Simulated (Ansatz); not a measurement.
**C₇H₁₃ClO₂: one species, many methods**

One table from this session's results is given with a row withheld; the runs are named, their logs left out.

Program: Ansatz 0.2.0, Gaussian basis. Level of theory: functionals in def2-TZVPP, the program's frozen cores in correlated methods. These are calculated values, not measurements.

Plan: LDA (SPW92), PBE-D4, revPBE-D4, BLYP-D4, r2SCAN-D4, B97M-V, PBE0-D4, B3LYP-D4, r2SCANh-D4, r2SCAN0-D4, HSE06-D4, BHLYP-D4, CAM-B3LYP-D4, LC-ωPBE, ωB97X-V, ωB97M-V, B2PLYP, PBE-QIDH; CCSD(T)/def2-SVP; CCSD(T)/def2-TZVPP; MP2/def2-QZVPP; extrapolation to the limit; RPA on PBE.

## The geometry

All runs share one geometry, relaxed beforehand with PBE0-D4 in a triple-zeta def2 set.

SMILES `CCCCOC(=O)CCCl`, 23 atoms, charge 0, spin multiplicity 1.

Atoms are counted from 1 here; the program's logs count them from 0.

Bond lengths: C1–C2 1.520 Å, C1–H11 1.092 Å, C1–H12 1.094 Å, C1–H13 1.092 Å, C2–C3 1.523 Å, C2–H14 1.096 Å, C2–H15 1.094 Å, C3–C4 1.513 Å, C3–H16 1.095 Å, C3–H17 1.097 Å, C4–O5 1.436 Å, C4–H18 1.090 Å, C4–H19 1.091 Å, O5–C6 1.334 Å, C6–O7 1.203 Å, C6–C8 1.505 Å, C8–C9 1.509 Å, C8–H20 1.093 Å and more. Angles: C2–C1–H11 111.6°, C2–C1–H12 111.0°, C2–C1–H13 110.9°, H11–C1–H12 108.2°, H11–C1–H13 107.3°, H12–C1–H13 107.6°, C1–C2–C3 114.1°, C1–C2–H14 109.8°, C1–C2–H15 109.5°, C3–C2–H14 109.4°, C3–C2–H15 108.1°, H14–C2–H15 105.7°, C2–C3–C4 114.9°, C2–C3–H16 109.9°, C2–C3–H17 109.5°, C4–C3–H16 108.4°, C4–C3–H17 107.2°, H16–C3–H17 106.5° and more.

Set-up of the first run:

File in.yaml:

```yaml
crystal:
  periodic: [false, false, false]
  atoms:
    - {symbol: C, position_ang: [-0.877369, -2.145453, -1.423498]}
    - {symbol: C, position_ang: [-1.002065, -1.942209, 0.077430]}
    - {symbol: C, position_ang: [-2.044242, -0.906361, 0.479247]}
    - {symbol: C, position_ang: [-1.732313, 0.510425, 0.050697]}
    - {symbol: O, position_ang: [-0.571825, 0.995907, 0.743932]}
    - {symbol: C, position_ang: [0.554181, 1.158304, 0.047113]}
    - {symbol: O, position_ang: [0.672106, 0.950507, -1.132060]}
    - {symbol: C, position_ang: [1.664297, 1.642371, 0.940501]}
    - {symbol: C, position_ang: [2.947450, 1.834614, 0.169384]}
    - {symbol: Cl, position_ang: [4.243633, 2.403940, 1.251666]}
    - {symbol: H, position_ang: [-0.526200, -1.241238, -1.924381]}
    - {symbol: H, position_ang: [-1.839165, -2.427997, -1.861996]}
    - {symbol: H, position_ang: [-0.164770, -2.941178, -1.651244]}
    - {symbol: H, position_ang: [-0.029300, -1.660479, 0.495406]}
    - {symbol: H, position_ang: [-1.264683, -2.891674, 0.554314]}
    - {symbol: H, position_ang: [-2.180002, -0.917160, 1.565356]}
    - {symbol: H, position_ang: [-3.013593, -1.172182, 0.040999]}
    - {symbol: H, position_ang: [-1.560283, 0.588809, -1.022767]}
    - {symbol: H, position_ang: [-2.543075, 1.184579, 0.332141]}
    - {symbol: H, position_ang: [1.798810, 0.921126, 1.750984]}
    - {symbol: H, position_ang: [1.348550, 2.574820, 1.415678]}
    - {symbol: H, position_ang: [3.286442, 0.904052, -0.280808]}
    - {symbol: H, position_ang: [2.833407, 2.576456, -0.618098]}
basis:
  gaussian: {orbitals: def2-TZVPP}
hamiltonian: {xc: lda}
output: {orbitals: {seedname: orbitals}}
```

The run is started by

```console
> ansatz run in.yaml --threads 4 --pin off --events-out ev --progress --plain --max-ram 41984MiB --backend cuda --devices 0, --max-vram 37GiB
```

Steps of the session up to this table: LDA; PBE-D4 (GGA); revPBE-D4 (GGA); BLYP-D4 (GGA); r2SCAN-D4 (meta-GGA); B97M-V (meta-GGA); PBE0-D4 (hybrid); B3LYP-D4 (hybrid); r2SCANh-D4 (hybrid); r2SCAN0-D4 (hybrid); HSE06-D4 (hybrid); BHLYP-D4 (hybrid); CAM-B3LYP-D4 (range-separated); LC-ωPBE (range-separated); ωB97X-V (range-separated); ωB97M-V (range-separated); B2PLYP (double hybrid); PBE-QIDH (double hybrid).

One of the session's tables, all rows but one given; the rest of the session is left out.

It belongs to the step «Frontier levels by functional». 

| functional | HOMO (eV) | gap (eV) |
| --- | --- | --- |
| LDA (SPW92) | -6.78 | 5.49 |
| PBE-D4 | -6.56 | 5.55 |
| revPBE-D4 | -6.47 | 5.57 |
| BLYP-D4 | -6.45 | 5.55 |
| r2SCAN-D4 | -6.90 | 6.14 |
| B97M-V | -7.04 | 6.39 |
| PBE0-D4 | -8.17 | 8.29 |
| B3LYP-D4 | -7.91 | 7.74 |
| r2SCANh-D4 | -7.51 | 7.16 |
| r2SCAN0-D4 | ? | ? |
| HSE06-D4 | -7.76 | 7.49 |
| BHLYP-D4 | -9.64 | 10.96 |
| CAM-B3LYP-D4 | -9.62 | 10.92 |
| LC-ωPBE | -10.97 | 13.53 |
| ωB97X-V | -10.63 | 13.10 |
| ωB97M-V | -10.55 | 12.76 |

Q: Estimate the row for r2SCAN0-D4 from the others.

Worked estimate for «HOMO (eV)». Against the share of exact exchange, r2SCAN-D4 (0, -6.90), r2SCANh-D4 (0.1, -7.51) give a slope of -6.10 per unit share; at 0.25 the line stands at -8.42.

The run gave: HOMO (eV): -8.41; gap (eV): 8.68. In «HOMO (eV)» the line misses by -0.01.
